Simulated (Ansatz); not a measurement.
# SiBF: the cost of one run

Program: Ansatz 0.2.0. Level of theory: DFT PBE, scalar-relativistic, plane waves, PAW. These are calculated values, not measurements.

## 1. The starting structure

Symmetry: P4/nmm, No. 129, tetragonal system. The conventional cell has a = 3.082 Å, b = 3.082 Å, c = 6.160 Å, α = 90.00°, β = 90.00°, γ = 90.00°. Si (site symmetry 4mm) has 5 B at 2.16 to 2.31 Å and 4 F at 2.23 Å as nearest neighbours. Around B (site symmetry 4mm) lie 5 Si at 2.16 to 2.31 Å. Around F (site symmetry -4m2) lie 4 F at 2.18 Å and 4 Si at 2.23 Å.

Structure file:

```
Si B F
1.0
     3.08183    0.00000    0.00000
     0.00000    3.08183    0.00000
     0.00000    0.00000    6.15994
Si B F
2 2 2
Direct
  0.50000 0.00000 0.76250
  0.00000 0.50000 0.23750
  0.50000 0.00000 0.11292
  0.00000 0.50000 0.88708
  0.00000 0.00000 0.50000
  0.50000 0.50000 0.50000
```

The cell was relaxed beforehand at this level, starting from a generated guess, and another structure or a mixture of phases may lie lower. At a tolerance of 0.05 Å it has space group P4/nmm (No. 129); it has 9.75 Å³/atom, an uncorrected energy of +0.18 eV/atom over the elements.

## 2. Static run: bands, density of states and charges

Contents of input.yaml:

```yaml
crystal:
  lattice:
    - [3.0818341359, 0.0, 0.0]
    - [0.0, 3.0818341359, 0.0]
    - [0.0, 0.0, 6.1599370147]
  atoms:
    - { symbol: Si, position: [0.5, 0.0, 0.7625031754] }
    - { symbol: Si, position: [0.0, 0.5, 0.2374968246] }
    - { symbol: B, position: [0.5, 0.0, 0.112923314] }
    - { symbol: B, position: [0.0, 0.5, 0.887076686] }
    - { symbol: F, position: [0.0, 0.0, 0.5] }
    - { symbol: F, position: [0.5, 0.5, 0.5] }
basis:
  ecutwfc: 420
kpoints:
  mp_grid: { grid: [12, 12, 6] }
  band_path:
    path:
      - [[0.0, 0.0, 0.0], [0.0, 0.5, 0.0], [0.5, 0.5, 0.0], [0.0, 0.0, 0.0], [0.0, 0.0, 0.5], [0.0, 0.5, 0.5], [0.5, 0.5, 0.5], [0.0, 0.0, 0.5]]
      - [[0.0, 0.5, 0.0], [0.0, 0.5, 0.5]]
      - [[0.5, 0.5, 0.0], [0.5, 0.5, 0.5]]
    npoints: 14
hamiltonian:
  xc: pbe
scf:
  occupations: { method: gaussian, width: 0.1 }
  n_extra_bands: 15
output:
  forces: true
  stress: true
  eigenvalues: true
  populations: true
  dos: { projected: true, de: 0.02, nscf_kmesh: { grid: [15, 15, 8] } }
  bader: true
  write_density: true
  write_potential: true
  elf: true
  volumetric_format: npy
```

The run is started by

```
$ ansatz run input.yaml --threads 1 --pin off --max-ram 2048MiB --backend cpu --events-out ev --progress --plain --runs-dir out
```

What time and memory should one allow on 1 thread of Arm Neoverse V1, shared host?

About 67 s, with a peak of 0.44 GiB.
